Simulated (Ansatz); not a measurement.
# LiTi12: the cost of one run

All numbers below are computed with Ansatz 0.2.0 (DFT PBE, plane waves, PAW, scalar-relativistic, no spin polarisation).

### 1 The starting structure

The cell holds 13 atoms (LiTi12): a = 5.900 Å, b = 8.850 Å, c = 4.685 Å, α = 90.00°, β = 90.00°, γ = 120.00°.

Coordinates:

```
Ti Li
1.0
     5.90000    0.00000    0.00000
    -4.42500    7.66432    0.00000
     0.00000    0.00000    4.68460
Ti Li
12 1
Direct
  0.00000 0.00000 0.00000
  0.16667 0.22222 0.50000
  0.00000 0.33333 0.00000
  0.16667 0.55556 0.50000
  0.00000 0.66667 0.00000
  0.16667 0.88889 0.50000
  0.50000 0.00000 0.00000
  0.66667 0.22222 0.50000
  0.50000 0.33333 0.00000
  0.66667 0.55556 0.50000
  0.50000 0.66667 0.00000
  0.66667 0.88889 0.50000
  0.32502 0.44347 0.24663
```

### 2 Relaxing the start

File input.yaml:

```yaml
accuracy: low
crystal:
  lattice:
    - [5.9, 0.0, 0.0]
    - [-4.425, 7.664325, 0.0]
    - [0.0, 0.0, 4.6846]
  atoms:
    - { symbol: Ti, position: [0.0, 0.0, 0.0] }
    - { symbol: Ti, position: [0.1666667, 0.2222222, 0.5] }
    - { symbol: Ti, position: [0.0, 0.3333333, 0.0] }
    - { symbol: Ti, position: [0.1666667, 0.5555556, 0.5] }
    - { symbol: Ti, position: [0.0, 0.6666667, 0.0] }
    - { symbol: Ti, position: [0.1666667, 0.8888889, 0.5] }
    - { symbol: Ti, position: [0.5, 0.0, 0.0] }
    - { symbol: Ti, position: [0.6666667, 0.2222222, 0.5] }
    - { symbol: Ti, position: [0.5, 0.3333333, 0.0] }
    - { symbol: Ti, position: [0.6666667, 0.5555556, 0.5] }
    - { symbol: Ti, position: [0.5, 0.6666667, 0.0] }
    - { symbol: Ti, position: [0.6666667, 0.8888889, 0.5] }
    - { symbol: Li, position: [0.3250215, 0.4434685, 0.2466327] }
basis:
  ecutwfc: 420.0
kpoints:
  mp_grid: { grid: [3, 2, 4] }
hamiltonian:
  xc: pbe
scf:
  occupations: { method: fermi_dirac, width: 0.05 }
  lower_state_search: "off"
relax:
  f_tol: 0.08
  max_steps: 25
  adjacent_minimum: "off"
```

Launch:

```bash
$ ansatz run input.yaml --threads 2 --pin off --max-ram 5120MiB --backend cpu --events-out ev --progress --plain --runs-dir out
```

**Question.** How long does this run take on 2 threads of AMD EPYC 7R43 (Zen 3), shared host, and how much memory does it need?

About 88 s, with a peak of 0.68 GiB.
